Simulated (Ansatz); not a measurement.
NaLaMnMoO6 in Ansatz: the effect of functional

Crystal: NaLaMnMoO6.

```
CELL_PARAMETERS angstrom
-2.72294 2.72294 3.89889
2.72294 -2.72294 3.89889
2.72294 2.72294 -3.89889
ATOMIC_POSITIONS crystal
Na 0.25000 0.75000 0.50000
La 0.75000 0.25000 0.50000
Mn 0.50000 0.50000 0.00000
Mo 0.00000 0.00000 0.00000
O 0.20766 0.29607 0.50371
O 0.29605 0.79234 0.08841
O 0.79236 0.70395 0.49629
O 0.70393 0.20764 0.91159
O 0.25194 0.25194 0.00000
O 0.74806 0.74806 0.00000
```

The cell was built by a generator and needn't be a form met in nature.

Alike in all runs:

| Item | Value |
| --- | --- |
| Program | Ansatz 0.2.0 |
| Task | single point |
| Potentials or basis | Ansatz PAW |
| k mesh | 3 × 3 × 3 |
| Occupations | fermi-dirac, width 0.05 eV |
| Spin | collinear spin, ferromagnetic start |
| Starting moments | [0.0, 0.0, 4.0, 1.0, 0.0, 0.0, 0.0, 0.0, 0.0, 0.0] μB |

```tsv
functional	cutoff	pressure (GPa)	moment (μB)	largest force (eV/Å)
r2SCAN0	500 eV (not typed: the program's choice for these potentials)	?	?	?
r2SCANh	500 eV (not typed: the program's choice for these potentials)	-4.1	1.67	0.56
HSE03	420 eV (not typed: the program's choice for these potentials)	-0.1	3.22	2.68
```

Question: What does the run with functional r2SCAN0 give?

Answer: Pressure -5.7 GPa; moment 1.67 μB; largest force 0.72 eV/Å.

Caveats: all runs use coarse meshes; the magnetic or orbital state may not be the lowest; a cell with one magnetic atom can't hold antiferromagnetic order, which such compounds often take; the PAW data sets come from PBE, with cores solved anew for the run's functional, which leaves a small shift of forces and pressure; the starting moments weren't kept; the thresholds are loose for stress; forces of over 1 eV/Å show positions far from the minimum, so gaps and moduli don't describe the material at rest (some runs).

Runs at the PBE level aren't shown here.
